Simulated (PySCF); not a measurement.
# C₄H₅FO₂S: excited states

Wanted: excited states for C₄H₅FO₂S (`O=S1(=O)CC=C[C@@H]1F`).

Programs: PySCF 2.14.0, with routines of our own; each step states its level. All values are computed. Atoms count from 0.

## Step 1: The starting structure

13 atoms, charge 0, multiplicity 1; geometry from: GFN2-xTB.

## Step 2: Excited states: TDA BHandHLYP/def2-SVP

What the job is given:

```
{"job": {"kind": "states", "xc": "BHandHLYP", "basis": "def2-SVP", "tda": true, "soc": true, "nstates": 8, "ntriplets": 6, "nquad": 4}, "charge": 0, "multiplicity": 1}
O     -0.037074    -1.071735     1.950593
S      0.154320    -1.193595     0.535933
O      0.470321    -2.483749     0.008663
C     -1.247352    -0.390341    -0.346269
C     -0.864015     1.028321    -0.191314
C      0.426043     1.300363    -0.011794
C      1.342986     0.137007    -0.017162
F      1.722815    -0.235583    -1.279270
H     -1.188800    -0.756434    -1.367873
H     -2.203456    -0.639179     0.101809
H     -1.624954     1.792295    -0.165017
H      0.808175     2.292126     0.163548
H      2.236603     0.220988     0.600426
```

Level: TDA BHandHLYP/def2-SVP excited states, vertical, gas phase, spin-orbit mean-field couplings.

Launch:

```bash
$ OMP_NUM_THREADS=1 python excited_run.py task.json out
```

The driver reads the jobs from task.json and runs them one after another.

What it wrote:

```text
coarse grid: 12328 points
cycle   1  E = -802.7812785416  dE =  2.253e+00  |g| = 1.205e+00  |ddm| = 4.219e+00
cycle   2  E = -802.4633230758  dE =  3.180e-01  |g| = 1.795e+00  |ddm| = 2.878e+00
cycle   3  E = -803.0675664726  dE = -6.042e-01  |g| = 1.016e-01  |ddm| = 1.809e+00
cycle   4  E = -803.0691631360  dE = -1.597e-03  |g| = 6.388e-02  |ddm| = 1.781e-01
cycle   5  E = -803.0699277755  dE = -7.646e-04  |g| = 1.538e-02  |ddm| = 6.531e-02
cycle   6  E = -803.0699704192  dE = -4.264e-05  |g| = 5.029e-03  |ddm| = 2.073e-02
cycle   7  E = -803.0699755257  dE = -5.106e-06  |g| = 1.315e-03  |ddm| = 6.307e-03
final grid: 117464 points
cycle   8  E = -803.1443312861  dE = -1.529e-05  |g| = 2.432e-03  |ddm| = 1.716e-02
cycle   9  E = -803.1443311017  dE =  1.844e-07  |g| = 2.805e-03  |ddm| = 4.835e-03
cycle  10  E = -803.1443326911  dE = -1.589e-06  |g| = 3.355e-04  |ddm| = 2.705e-03
cycle  11  E = -803.1443327112  dE = -2.011e-08  |g| = 1.541e-04  |ddm| = 5.066e-04
cycle  12  E = -803.1443327169  dE = -5.735e-09  |g| = 3.742e-05  |ddm| = 2.030e-04
cycle  13  E = -803.1443327172  dE = -2.881e-10  |g| = 1.592e-05  |ddm| = 5.038e-05
converged SCF energy = -803.1443327172

Singlet excitations
state   eV       nm        f     d(h-e)  d(exc)  Lambda  PR(NTO)  |dmu|/D   mu/D   main configurations
  1   6.4688   191.7   0.03472   1.392   2.925   0.600   1.029    3.969    1.109   H->L 0.86, H-1->L 0.10
  2   7.2448   171.1   0.10731   0.551   2.689   0.736   1.200    1.558    3.475   H-1->L 0.77, H->L 0.08
  3   7.6630   161.8   0.02592   1.772   3.096   0.436   1.103    4.950    1.523   H-2->L 0.90
  4   8.1427   152.3   0.00788   1.776   3.128   0.388   1.057    5.174    1.285   H-4->L 0.56, H-3->L 0.33
  5   8.4355   147.0   0.00784   1.807   3.171   0.384   1.318                     H-3->L 0.50, H-4->L 0.31
  6   8.6272   143.7   0.05879   0.552   2.915   0.459   1.525                     H->L+1 0.63
  7   8.7560   141.6   0.00662   0.913   2.636   0.485   1.245                     H-5->L 0.81
  8   8.8617   139.9   0.03231   0.711   2.948   0.466   1.354                     H-1->L+1 0.64, H-1->L+2 0.11, H->L+2 0.10

Triplet excitations (Tamm-Dancoff)
state   eV     d(h-e)  d(exc)  Lambda  PR(NTO)   main configurations
  1   4.0798   0.070   2.059   0.703   1.008   H-1->L 0.66, H->L 0.19
  2   6.0592   1.210   2.854   0.623   1.029   H->L 0.73, H-1->L 0.21
  3   7.4259   2.047   3.176   0.456   1.041   H-2->L 0.81
  4   7.5557   0.673   2.576   0.520   1.657   H->L+2 0.41, H-4->L 0.17, H->L+1 0.13
  5   7.9178   1.692   3.032   0.370   1.118   H-3->L 0.75
  6   7.9992   1.426   2.997   0.445   1.680   H-4->L 0.64, H->L+2 0.12, H->L+1 0.09
S1 - T1 = 2.3890 eV

Spin-orbit couplings |<S|Hso|T>| (cm-1)
             T1       T2       T3       T4       T5       T6
S0        5.393   18.845   21.954   20.487   23.710   48.878
S1        7.120    3.878   25.679   39.277    6.480   20.151
S2        1.248   24.820   13.467    9.801   19.355   17.832
S3        5.204   26.154   11.541   13.635   29.072   23.764
S4        7.746   25.275   35.525    4.413    5.177    2.430
S5        7.233    6.697   41.425    6.640    5.815    5.942
S6        5.734   20.936   15.706    9.383    5.161   11.398
S7        9.570   30.597    9.967   19.616   13.958   12.063
S8        1.195   13.606    1.893    5.831    1.976    4.283
T1 sublevels (cm-1): 0.000 0.003 0.004   radiative rates (1/s): 3.68 2.48 2.49
```

Wall time 32 s (1 thread of Arm Neoverse N1, shared host); peak memory 0.73 GiB.

From this job:

```csv
quantity,value
S1 less T1,2.39 eV
```

## Step 3: Outcome

| quantity | value |
| --- | --- |
| S1 less T1 (step 2, TDA BHandHLYP/def2-SVP) | 2.39 eV |

What this shows: In step 2, the number of triplets below S1 is 2, and the largest singlet-triplet spin-orbit coupling is S0–T6, 48.88 cm⁻¹.
